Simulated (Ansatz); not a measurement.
**C₈H₁₀S: basis-set convergence**

One table from this session's results is given with a row withheld; the runs are named, their logs left out.

The runs use Ansatz 0.2.0, Gaussian basis; one geometry, several basis sets.

The runs, in order: PBE0-D4/def2-SVP; ωB97M-V/def2-SVP; PBE0-D4/def2-QZVPP; ωB97M-V/def2-QZVPP; the functionals' def2-TZVPP values are taken from earlier runs.

**The relaxed structure**

An earlier PBE0-D4 in a triple-zeta def2 set relaxation fixed the geometry.

19 atoms, charge 0, spin multiplicity 1.

Atoms are counted from 1 here; the program's logs count them from 0.

Bond lengths: C1–S2 1.795 Å, C1–H10 1.090 Å, C1–H11 1.091 Å, C1–H12 1.092 Å, S2–C3 1.811 Å, C3–C4 1.497 Å, C3–H13 1.093 Å, C3–H14 1.093 Å, C4–C5 1.393 Å, C4–C9 1.390 Å, C5–C6 1.384 Å, C5–H15 1.085 Å, C6–C7 1.389 Å, C6–H16 1.084 Å, C7–C8 1.385 Å, C7–H17 1.084 Å, C8–C9 1.388 Å, C8–H18 1.084 Å and more. Angles: S2–C1–H10 106.8°, S2–C1–H11 111.1°, S2–C1–H12 111.3°, H10–C1–H11 109.0°, H10–C1–H12 108.8°, H11–C1–H12 109.8°, C1–S2–C3 99.9°, S2–C3–C4 113.9°, S2–C3–H13 104.2°, S2–C3–H14 109.2°, C4–C3–H13 111.0°, C4–C3–H14 110.6°, H13–C3–H14 107.5°, C3–C4–C5 120.8°, C3–C4–C9 120.5°, C5–C4–C9 118.7°, C4–C5–C6 120.7°, C4–C5–H15 119.2° and more.

Coordinates:

```
atom     x (Å)     y (Å)     z (Å)
  C1   1.26928  -0.69302  -2.34186
  S2   2.33602   0.37449  -1.37034
  C3   1.83416  -0.11748   0.29912
  C4   0.38212   0.10760   0.58642
  C5  -0.14275   1.39669   0.63611
  C6  -1.48702   1.60160   0.89189
  C7  -2.33310   0.51852   1.09556
  C8  -1.82271  -0.76776   1.04206
  C9  -0.47248  -0.96920   0.78921
 H10   1.46541  -0.46441  -3.38976
 H11   0.21765  -0.49806  -2.12675
 H12   1.49428  -1.74649  -2.16361
 H13   2.46268   0.48686   0.95803
 H14   2.09987  -1.16507   0.46097
 H15   0.51268   2.24266   0.45802
 H16  -1.87977   2.61129   0.93256
 H17  -3.38639   0.67985   1.29394
 H18  -2.47509  -1.61958   1.19732
 H19  -0.07484  -1.97848   0.75112
```

Set-up of the first run:

in.yaml reads:

```yaml
crystal:
  periodic: [false, false, false]
  atoms:
    - {symbol: C, position_ang: [1.269282, -0.693019, -2.341859]}
    - {symbol: S, position_ang: [2.336021, 0.374485, -1.370338]}
    - {symbol: C, position_ang: [1.834158, -0.117481, 0.299117]}
    - {symbol: C, position_ang: [0.382116, 0.107597, 0.586423]}
    - {symbol: C, position_ang: [-0.142745, 1.396687, 0.636113]}
    - {symbol: C, position_ang: [-1.487018, 1.601595, 0.891888]}
    - {symbol: C, position_ang: [-2.333096, 0.518522, 1.095564]}
    - {symbol: C, position_ang: [-1.822705, -0.767758, 1.042064]}
    - {symbol: C, position_ang: [-0.472483, -0.969205, 0.789214]}
    - {symbol: H, position_ang: [1.465409, -0.464411, -3.389756]}
    - {symbol: H, position_ang: [0.217648, -0.498063, -2.126745]}
    - {symbol: H, position_ang: [1.494283, -1.746493, -2.163614]}
    - {symbol: H, position_ang: [2.462683, 0.486864, 0.958025]}
    - {symbol: H, position_ang: [2.099873, -1.165070, 0.460973]}
    - {symbol: H, position_ang: [0.512682, 2.242658, 0.458017]}
    - {symbol: H, position_ang: [-1.879772, 2.611291, 0.932558]}
    - {symbol: H, position_ang: [-3.386389, 0.679852, 1.293943]}
    - {symbol: H, position_ang: [-2.475091, -1.619583, 1.197319]}
    - {symbol: H, position_ang: [-0.074836, -1.978480, 0.751116]}
basis:
  gaussian: {orbitals: def2-SVP}
hamiltonian: {xc: pbe0, dispersion: d4}
output: {orbitals: {seedname: orbitals}}
```

The run is started by

```sh
> ansatz run in.yaml --threads 2 --pin off --events-out ev --progress --plain --max-ram 22528MiB --backend cpu
```

Among the steps run: PBE0-D4 in def2-SVP; ωB97M-V in def2-SVP; PBE0-D4 in def2-QZVPP; ωB97M-V in def2-QZVPP.

One table of the session follows, with a row left open; its other results are not shown here.

It belongs to the step «Density functionals: the series». 

| functional | basis | HOMO (eV) | LUMO (eV) |
| --- | --- | --- | --- |
| PBE0-D4 | def2-SVP | -6.18 | -0.30 |
| PBE0-D4 | def2-TZVPP | ? | ? |
| PBE0-D4 | def2-QZVPP | -6.30 | -0.49 |
| ωB97M-V | def2-SVP | -8.37 | 1.77 |
| ωB97M-V | def2-TZVPP | -8.47 | 1.54 |
| ωB97M-V | def2-QZVPP | -8.51 | 1.43 |

Estimate the missing values for PBE0-D4, def2-TZVPP.

The run gave: HOMO (eV): -6.27; LUMO (eV): -0.44. In the column «HOMO (eV)» it lies between PBE0-D4, def2-QZVPP (-6.30) and PBE0-D4, def2-SVP (-6.18).
